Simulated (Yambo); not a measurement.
# AlCl2 (I4/mmm) in Yambo: a run that goes wrong, beside a sound one

A flawed run on AlCl2 and a sound one for comparison.

All numbers are computed with Yambo 5.3.0; they aren't measurements. Logs are shortened: lines on timing, memory, paths and dates and some standing lists are left out, and cuts for length are marked.

## 1. The crystal as given

Symmetry: I4/mmm, No. 139, tetragonal system. The conventional cell has a = 4.553 Å, b = 4.553 Å, c = 7.131 Å, α = 90.00°, β = 90.00°, γ = 90.00°. Around Al (site symmetry 4/mmm) lie 2 Cl at 1.71 Å. Around Cl (site symmetry 4mm) lie 1 Al at 1.71 Å.

The cell was built by a generator and needn't be a form met in nature.

## 2. A run with an altered input

Contents of optics10.in:

```
optics
chi
Chimod= "HARTREE"
% BndsRnXd
 1 | 12 |
%
NGsBlkXd= 2 Ry
% LongDrXd
 1 | 1 | 1 |
%
% QpntsRXd
 1 | 1 |
%
% EnRngeXd
 0 | 20 | eV
%
% DmRngeXd
 0.1 | 0.1 | eV
%
ETStpsXd= 100
```

Contents of scf.in:

```
&CONTROL
  calculation = 'scf'
  prefix = 'pwscf'
  outdir = './tmp'
  pseudo_dir = './pseudo'
/
&SYSTEM
  ibrav = 0
  nat = 3
  ntyp = 2
  ecutwfc = 58
  nbnd = 15
  occupations = 'smearing'
  smearing = 'fd'
  degauss = 0.00367493
  force_symmorphic = .true.
/
&ELECTRONS
  conv_thr = 6d-10
  electron_maxstep = 120
  mixing_beta = 0.5
/
ATOMIC_SPECIES
Al    26.9815 Al.upf
Cl    35.4500 Cl.upf
CELL_PARAMETERS angstrom
  -2.2765565700    2.2765565700    3.5654746100
   2.2765565700   -2.2765565700    3.5654746100
   2.2765565700    2.2765565700   -3.5654746100
ATOMIC_POSITIONS crystal
Al     0.5000000000    0.5000000000    0.0000000000
Cl     0.7395361100    0.7395361100    0.0000000000
Cl     0.2604638900    0.2604638900    0.0000000000
K_POINTS automatic
8 8 8 0 0 0
```

Contents of nscf.in:

```
&CONTROL
  calculation = 'nscf'
  prefix = 'pwscf'
  outdir = './tmp'
  pseudo_dir = './pseudo'
/
&SYSTEM
  ibrav = 0
  nat = 3
  ntyp = 2
  ecutwfc = 58
  nbnd = 29
  occupations = 'smearing'
  smearing = 'fd'
  degauss = 0.00367493
  force_symmorphic = .true.
/
&ELECTRONS
  conv_thr = 1d-08
  diago_full_acc = .true.
  diago_thr_init = 1d-06
/
ATOMIC_SPECIES
Al    26.9815 Al.upf
Cl    35.4500 Cl.upf
CELL_PARAMETERS angstrom
  -2.2765565700    2.2765565700    3.5654746100
   2.2765565700   -2.2765565700    3.5654746100
   2.2765565700    2.2765565700   -3.5654746100
ATOMIC_POSITIONS crystal
Al     0.5000000000    0.5000000000    0.0000000000
Cl     0.7395361100    0.7395361100    0.0000000000
Cl     0.2604638900    0.2604638900    0.0000000000
K_POINTS automatic
8 8 8 0 0 0
```

Potentials or basis: PseudoDojo 0.4.1 SR PBE standard.

Command:

```
> OMP_NUM_THREADS=1 pw.x -in scf.in > scf.out
> OMP_NUM_THREADS=1 pw.x -in nscf.in > nscf.out
> cd tmp/pwscf.save; p2y; mv SAVE ../..; cd ../..
> OMP_NUM_THREADS=1 yambo
> OMP_NUM_THREADS=1 yambo -F optics10.in -J optics10 -C optics10_out
```

Yambo's report:

```text
[... sections 02.01 to 02.04 as in the set-up run ...]

[... 5 lines left out ...]
  [X] Bosonic    Temperature                        :  0.258606E-1   300.100    [eV K]
  [X] Finite Temperature mode                       : yes
  [X] El. density                                   :  0.22999E+24 [cm-3]
  [X] Fermi Level                                   :  6.011480 [eV]

  [X] === Gaps and Widths ===
  [X] Conduction Band Min                           :  6.011480 [eV]
[... 89 lines left out ...]
   DIP band range limits                            :  10   9
   DIP e/h energy range                             : -1.000000 -1.000000 [eV]
   RL vectors in the sum                            :   5591
   [r,Vnl] included                                 : yes
   Bands ordered                                    : yes
   Direct v evaluation                              : no
   Approach used                                    : G-space v
   Dipoles computed                                 : R V P [G-space]
   Wavefunctions                                    : Perdew, Burke & Ernzerhof(X)+Perdew, Burke & Ernzerhof(C)

  [WARNING] [r,Vnl^pseudo] included in position and velocity dipoles.

  [WARNING] In case H contains other non local terms, these are neglected

 [05] Optics
 ===========

 [X-CG] R(p) Tot o/o(of R):   1835  18025    100

 [WARNING] The system is a metal but Drude term not included.
```

o-optics10.eps_q1_inv_rpa_dyson:

```text
# Absorption @ Q(1):  0.577350269     0.577350269     0.577350269    [q->0 direction]
#
# [ X ] Hartree size                              :  27
# [GEN] GF Energies                               : Perdew, Burke & Ernzerhof(X)+Perdew, Burke & Ernzerhof(C)
# [GEN] Green`s Function                          : Retarded
#
# [GEN] Gauge                                     : Length
# [GEN] [r,Vnl] included                          : yes
#
#    E[1] [eV]          Im(eps)            Re(eps)            Im(eps_o)          Re(eps_o)
#
        0.000000          -0.463496E-6        16.25377          -0.18435E-16        16.58369
        0.202020           4.068152           18.63218           4.154252           19.01439
        0.404040           24.61847           14.28236           25.56259           14.64786
        0.606061           10.00469          -5.001486           9.707567          -5.190116
        0.808081           3.866292          -3.458037           3.819215          -3.113210
        1.010101           2.225467          -1.284249           2.231667          -1.149103
[... 92 lines left out ...]
        19.79798           0.009141           0.732771           0.005348           0.750145
        20.00000           0.007613           0.738797           0.004834           0.756371
#
```

It took 98 s on 1 thread of Intel Xeon Platinum 8488C (Sapphire Rapids), shared host; peak memory 0.42 GiB.

The run ended normally. What is wrong with the input: far too few empty bands in the response function. The program ran through all the same, so the numbers look like a result but aren't the crystal's properties.

## 3. Optical spectrum, PBE

Contents of optics0.in:

```
optics
chi
Chimod= "IP"
% BndsRnXd
 1 | 29 |
%
% LongDrXd
 1 | 1 | 1 |
%
% QpntsRXd
 1 | 1 |
%
% EnRngeXd
 0 | 10 | eV
%
% DmRngeXd
 0.2 | 0.2 | eV
%
ETStpsXd= 300
```

scf.in is that of step 2.

nscf.in is that of step 2.

Potentials or basis: PseudoDojo 0.4.1 SR PBE standard.

Command:

```
> OMP_NUM_THREADS=1 pw.x -in scf.in > scf.out
> OMP_NUM_THREADS=1 pw.x -in nscf.in > nscf.out
> cd tmp/pwscf.save; p2y; mv SAVE ../..; cd ../..
> OMP_NUM_THREADS=1 yambo
> OMP_NUM_THREADS=1 yambo -F optics0.in -J optics0 -C optics0_out
```

Run time: 99 s. Hardware: 1 thread of Intel Xeon Platinum 8488C (Sapphire Rapids), shared host; peak memory 0.26 GiB.

It converged, with:

* Band gap on the k mesh, mean-field level: none (metal or under the smearing width)

Dielectric function (along the field direction of the input):
```
energy (eV)  real part  imaginary part
       0.27      15.62            7.93
       0.77      -0.61            5.38
       1.27       1.15            1.39
       1.77       2.23            0.99
       2.31       2.25            1.06
       2.81       2.11            0.46
       3.31       2.48            0.23
       3.85       2.87            0.17
       4.35       3.20            0.36
       4.85       3.21            0.54
       5.38       3.45            0.50
       5.89       3.74            1.00
       6.39       3.69            1.15
       6.92       3.74            1.76
       7.42       3.46            1.81
       7.93       3.73            2.29
       8.46       3.01            3.17
       8.96       2.58            2.96
       9.46       2.03            2.88
      10.00       2.26            2.53
```

Caveat: the intraband (Drude) term of the metal is left out; the ground state has no gap, which makes the many-body step unreliable; spectra need much finer meshes, so this one isn't converged; independent-particle spectra lack excitons; an odd number of electrons without spin polarisation forces a metal; a magnetic or distorted state may lie lower.
